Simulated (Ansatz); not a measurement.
# CH₆BFSi: one species, many methods

Aim: compute CH₆BFSi with functionals from several rungs and with coupled cluster, and see how far each lands from CCSD(T) at the basis-set limit for the atomisation energy.

Method: functionals in def2-TZVPP, the program's frozen cores in correlated methods; program: Ansatz 0.2.0, Gaussian basis.

The runs, in order: LDA (SPW92), PBE-D4, revPBE-D4, BLYP-D4, r2SCAN-D4, B97M-V, PBE0-D4, B3LYP-D4, r2SCANh-D4, r2SCAN0-D4, HSE06-D4, BHLYP-D4, CAM-B3LYP-D4, LC-ωPBE, ωB97X-V, ωB97M-V, B2PLYP, PBE-QIDH; CCSD(T)/def2-SVP; CCSD(T)/def2-TZVPP; MP2/def2-QZVPP; extrapolation to the limit; RPA on PBE.

## (1) The geometry

The geometry comes from an earlier relaxation with PBE0-D4 in a triple-zeta def2 set; it is a stationary point, not always the lowest conformer.

10 atoms, charge 0, spin multiplicity 1.

Atoms are counted from 1 here; the program's logs count them from 0.

Bond lengths: B1–C2 1.519 Å, B1–H5 1.198 Å, B1–H6 1.193 Å, C2–F3 1.391 Å, C2–Si4 1.941 Å, C2–H7 1.096 Å, Si4–H8 1.482 Å, Si4–H9 1.483 Å, Si4–H10 1.486 Å. Angles: C2–B1–H5 117.2°, C2–B1–H6 121.6°, H5–B1–H6 120.9°, B1–C2–F3 117.4°, B1–C2–Si4 99.8°, B1–C2–H7 116.6°, F3–C2–Si4 108.7°, F3–C2–H7 109.0°, Si4–C2–H7 103.6°, C2–Si4–H8 106.4°, C2–Si4–H9 108.8°, C2–Si4–H10 111.3°, H8–Si4–H9 111.2°, H8–Si4–H10 109.5°, H9–Si4–H10 109.5°.

## (2) LDA

This LDA is Slater exchange with PW92 correlation.

The input, in.yaml:

```yaml
crystal:
  periodic: [false, false, false]
  atoms:
    - {symbol: B, position_ang: [0.144182, 1.384184, -0.475900]}
    - {symbol: C, position_ang: [0.242391, -0.085981, -0.844177]}
    - {symbol: F, position_ang: [1.493481, -0.574140, -1.205347]}
    - {symbol: Si, position_ang: [-0.272509, -0.886494, 0.847048]}
    - {symbol: H, position_ang: [-0.948829, 1.819455, -0.250488]}
    - {symbol: H, position_ang: [1.117445, 2.051508, -0.300566]}
    - {symbol: H, position_ang: [-0.506692, -0.467266, -1.548182]}
    - {symbol: H, position_ang: [0.297596, -2.254666, 0.854601]}
    - {symbol: H, position_ang: [-1.752872, -0.921959, 0.929285]}
    - {symbol: H, position_ang: [0.268906, -0.115842, 1.996525]}
basis:
  gaussian: {orbitals: def2-TZVPP}
hamiltonian: {xc: lda}
output: {orbitals: {seedname: orbitals}}
```

On the command line:

```console
$ ansatz run in.yaml --threads 2 --pin off --events-out ev --progress --plain --max-ram 4352MiB
```

Further steps of the session: PBE-D4 (GGA); revPBE-D4 (GGA); BLYP-D4 (GGA); r2SCAN-D4 (meta-GGA); B97M-V (meta-GGA); PBE0-D4 (hybrid); B3LYP-D4 (hybrid); r2SCANh-D4 (hybrid); r2SCAN0-D4 (hybrid); HSE06-D4 (hybrid); BHLYP-D4 (hybrid); CAM-B3LYP-D4 (range-separated); LC-ωPBE (range-separated); ωB97X-V (range-separated); ωB97M-V (range-separated); B2PLYP (double hybrid); PBE-QIDH (double hybrid); CCSD(T) in def2-SVP; CCSD(T) in def2-TZVPP; MP2 in def2-QZVPP; RPA on PBE orbitals.

Before running them: what should the planned runs give, taken together? Wanted: atomisation energy, CCSD(T)/CBS; farthest beyond LDA; mean size of error, GGA; mean size of error, meta-GGA; mean size of error, hybrid; mean size of error, range-separated; mean size of error, double hybrid; gap, smallest and largest; T1 diagnostic.

**Answer**, as computed:

```
                               quantity                                                        value
        atomisation energy, CCSD(T)/CBS                                               800.0 kcal/mol
functionals within 4.0 kcal/mol (0.5 %)  BLYP-D4, PBE0-D4, r2SCANh-D4, r2SCAN0-D4, HSE06-D4, LC-ωPBE
                    farthest beyond LDA                                    BHLYP-D4 (-12.4 kcal/mol)
                mean size of error, GGA                                                 5.6 kcal/mol
           mean size of error, meta-GGA                                                 5.8 kcal/mol
             mean size of error, hybrid                                                 4.1 kcal/mol
    mean size of error, range-separated                                                 5.4 kcal/mol
      mean size of error, double hybrid                                                 4.9 kcal/mol
              gap, smallest and largest                    4.40 eV (LDA (SPW92)), 11.83 eV (LC-ωPBE)
                          T1 diagnostic                                                       0.0129
triples share of the correlation energy                                                        3.3 %
```

The LDA atomisation energy is off by 107.3 kcal/mol (13 %): it overbinds. PBE-D4 misses by +10.5 kcal/mol. Double hybrids carry the basis error of their MP2 part in triple zeta, and no dispersion term here, so their miss is partly the set-up's. Taken by rung, hybrid functionals do best (4.1 kcal/mol on average) and meta-GGA ones worst beyond LDA (5.8 kcal/mol). The gap between the best rungs is small, so their order is not settled. The reference freezes the cores and leaves out relativity and excitations past (T), so misses under about 4.0 kcal/mol can't be ranked. Hartree-Fock recovers 76 % of the binding; the rest is correlation. CCSD(T) in def2-SVP is off by -41.1 kcal/mol, which most functionals beat. Orbital gaps span 4.4 to 11.8 eV; exact exchange widens them.
